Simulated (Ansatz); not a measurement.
# The cluster Ga₇: structure and electronic state

Aim: characterise the cluster Ga₇ as a doublet: its structure, frontier levels and distribution of charge and spin.

The runs use Ansatz 0.2.0, Gaussian basis; UKS PBE0-D4/def2-SVP.

Levels to be run: relaxation at PBE-D4/def2-SVP; a single point at PBE0-D4/def2-SVP.

14 further runs of the same task are left out: 3 that didn't finish, 11 set aside as unsound or not needed. Runs told in other sessions of the task aren't counted.

## 1. The system as given

7 atoms, charge 0, spin multiplicity 2.

Atoms are counted from 1 here; the program's logs count them from 0.

Bond lengths: Ga1–Ga2 2.608 Å, Ga1–Ga5 2.607 Å, Ga2–Ga3 2.608 Å, Ga2–Ga4 2.611 Å, Ga3–Ga7 2.607 Å, Ga4–Ga5 2.613 Å, Ga4–Ga7 2.613 Å, Ga5–Ga6 2.608 Å, Ga6–Ga7 2.609 Å. Angles: Ga2–Ga1–Ga5 96.5°, Ga1–Ga2–Ga3 121.5°, Ga1–Ga2–Ga4 82.2°, Ga3–Ga2–Ga4 82.1°, Ga2–Ga3–Ga7 96.7°, Ga2–Ga4–Ga5 96.2°, Ga2–Ga4–Ga7 96.5°, Ga5–Ga4–Ga7 97.0°, Ga1–Ga5–Ga4 82.1°, Ga1–Ga5–Ga6 120.8°, Ga4–Ga5–Ga6 81.6°, Ga5–Ga6–Ga7 97.2°, Ga3–Ga7–Ga4 82.0°, Ga3–Ga7–Ga6 120.1°, Ga4–Ga7–Ga6 81.6°.

The start is a GFN1-xTB geometry.

## 2. Optimising with PBE-D4/def2-SVP

Input file in.yaml:

```yaml
crystal:
  periodic: [false, false, false]
  atoms:
    - {symbol: Ga, position_ang: [1.942730, -1.062990, 1.576640]}
    - {symbol: Ga, position_ang: [-0.443670, -1.954910, 1.018010]}
    - {symbol: Ga, position_ang: [-2.510500, -0.365550, 0.951040]}
    - {symbol: Ga, position_ang: [0.055190, -0.810290, -1.275630]}
    - {symbol: Ga, position_ang: [2.145210, 0.537140, -0.471570]}
    - {symbol: Ga, position_ang: [0.495470, 2.533910, -0.774420]}
    - {symbol: Ga, position_ang: [-1.684420, 1.122690, -1.024060]}
basis:
  gaussian: {orbitals: def2-SVP}
magnetization: {spin_polarized: true, initial_magnetization: 1}
hamiltonian: {xc: pbe, dispersion: d4}
scf: {lower_state_search: "off"}
output: {orbitals: {seedname: orbitals}}
relax: {f_tol: 0.03, max_steps: 70}
```

The run is started by

```sh
$ ansatz run in.yaml --threads 4 --pin off --events-out ev --progress --plain --max-ram 6963MiB
```

Further steps of the session: Single point, PBE0-D4/def2-SVP.

Before running them: what should the planned runs give, taken together? Wanted: point group; commonest bond; HOMO, LUMO at PBE0-D4/def2-SVP; ⟨S²⟩; dipole at PBE-D4/def2-SVP.

**Answer**, as computed:

```
                                        quantity                             value
                                     point group                                Cs
                                  commonest bond  Ga–Ga, 12 of mean length 2.651 Å
HOMO, LUMO at PBE0-D4/def2-SVP (over both spins)                   -4.91, -2.96 eV
                                            ⟨S²⟩                             0.779
                       dipole at PBE-D4/def2-SVP                            0.06 D
```

What this shows: The relaxation broke 0 and made 3 bonds, so the end is another structure than the start. No usable vibrations, so a minimum isn't proven. The alpha HOMO lies nearest to Ga1, Ga7 about 33 % each; Ga3, Ga6 about 12 % each and the alpha LUMO to Ga1 35 %; Ga2, Ga4, Ga5 about 14 % each (shares on a coarse grid); over both spins the LUMO of beta spin, not drawn, take the frontier's place. Whether this spin is the lowest isn't tested here. The point group is read from a loosely relaxed geometry; soft torsions can leave it below the true symmetry.
